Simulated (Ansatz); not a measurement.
# CH₇BSSi₂: one species, many methods

Aim: compute CH₇BSSi₂ with functionals from several rungs and with coupled cluster. The yardstick is the atomisation energy at the CCSD(T) limit.

Program: Ansatz 0.2.0, Gaussian basis. Level of theory: functionals in def2-TZVPP, the program's frozen cores in correlated methods. These are calculated values, not measurements.

Plan: PBE-D4, r2SCAN-D4, PBE0-D4, B3LYP-D4, ωB97X-V, ωB97M-V, B2PLYP; CCSD(T)/def2-TZVPP; MP2/def2-QZVPP; extrapolation to the limit.

## Step 1: The geometry

All runs share one geometry, relaxed beforehand with PBE0-D4 in a triple-zeta def2 set.

12 atoms, charge 0, spin multiplicity 1.

Atoms are counted from 1 here; the program's logs count them from 0.

Bond lengths: Si1–Si2 2.340 Å, Si1–H6 1.489 Å, Si1–H7 1.489 Å, Si1–H8 1.488 Å, Si2–B3 2.016 Å, Si2–H9 1.493 Å, Si2–H10 1.492 Å, B3–C4 1.510 Å, B3–H11 1.198 Å, C4–S5 1.627 Å, C4–H12 1.086 Å. Angles: Si2–Si1–H6 109.9°, Si2–Si1–H7 111.9°, Si2–Si1–H8 109.9°, H6–Si1–H7 108.2°, H6–Si1–H8 108.3°, H7–Si1–H8 108.5°, Si1–Si2–B3 108.3°, Si1–Si2–H9 108.4°, Si1–Si2–H10 109.2°, B3–Si2–H9 111.9°, B3–Si2–H10 111.2°, H9–Si2–H10 107.7°, Si2–B3–C4 119.9°, Si2–B3–H11 120.0°, C4–B3–H11 119.5°, B3–C4–S5 88.1°, B3–C4–H12 144.8°, S5–C4–H12 127.1°.

## Step 2: PBE-D4 (GGA)

in.yaml reads:

```yaml
crystal:
  periodic: [false, false, false]
  atoms:
    - {symbol: Si, position_ang: [-2.066700, 0.191938, 0.474678]}
    - {symbol: Si, position_ang: [-0.145474, -1.064903, 0.022927]}
    - {symbol: B, position_ang: [1.463296, 0.120848, 0.289916]}
    - {symbol: C, position_ang: [2.289888, 0.546851, -0.899435]}
    - {symbol: S, position_ang: [1.375889, 1.890415, -0.985294]}
    - {symbol: H, position_ang: [-2.157492, 1.337170, -0.471891]}
    - {symbol: H, position_ang: [-3.306806, -0.621742, 0.340911]}
    - {symbol: H, position_ang: [-2.003628, 0.733919, 1.859354]}
    - {symbol: H, position_ang: [-0.235356, -1.576286, -1.376918]}
    - {symbol: H, position_ang: [-0.103098, -2.244365, 0.936312]}
    - {symbol: H, position_ang: [1.854717, 0.360337, 1.396256]}
    - {symbol: H, position_ang: [3.111665, 0.270618, -1.552714]}
basis:
  gaussian: {orbitals: def2-TZVPP}
hamiltonian: {xc: pbe, dispersion: d4}
output: {forces: true, orbitals: {seedname: orbitals}}
```

Launch:

```
$ ansatz run in.yaml --threads 4 --pin off --events-out ev --progress --plain --max-ram 10444MiB
```

The runs that follow: r2SCAN-D4 (meta-GGA); PBE0-D4 (hybrid); B3LYP-D4 (hybrid); ωB97X-V (range-separated); ωB97M-V (range-separated); B2PLYP (double hybrid); CCSD(T) in def2-TZVPP; MP2 in def2-QZVPP.

Q: Predict the results of all the runs planned. Wanted: atomisation energy, CCSD(T)/CBS; farthest; mean size of error, hybrid; mean size of error, range-separated; gap, smallest and largest; T1 diagnostic; triples share of the correlation energy.

**Answer**, as computed:

| quantity | value |
| --- | --- |
| atomisation energy, CCSD(T)/CBS | 3859.8 kJ/mol |
| functionals within 19.3 kJ/mol (0.5 %) | PBE0-D4, B3LYP-D4 |
| farthest | PBE-D4 (+66.3 kJ/mol) |
| mean size of error, hybrid | 16.1 kJ/mol |
| mean size of error, range-separated | 25.6 kJ/mol |
| gap, smallest and largest | 2.48 eV (PBE-D4), 8.77 eV (ωB97X-V) |
| T1 diagnostic | 0.0199 |
| triples share of the correlation energy | 4.7 % |

**Reading.** PBE-D4 misses by +66.3 kJ/mol. Double hybrids carry the basis error of their MP2 part in triple zeta, and no dispersion term here, so their miss is partly the set-up's. Misses under about 19.3 kJ/mol are within the doubt on the reference itself, which lacks core-valence correlation, relativity and higher excitations. Hartree-Fock recovers 74 % of the binding; the rest is correlation. The gap grows from 2.5 to 8.8 eV across the functionals, mostly with the share of exact exchange. The restricted reference is unstable towards a spin-broken one.
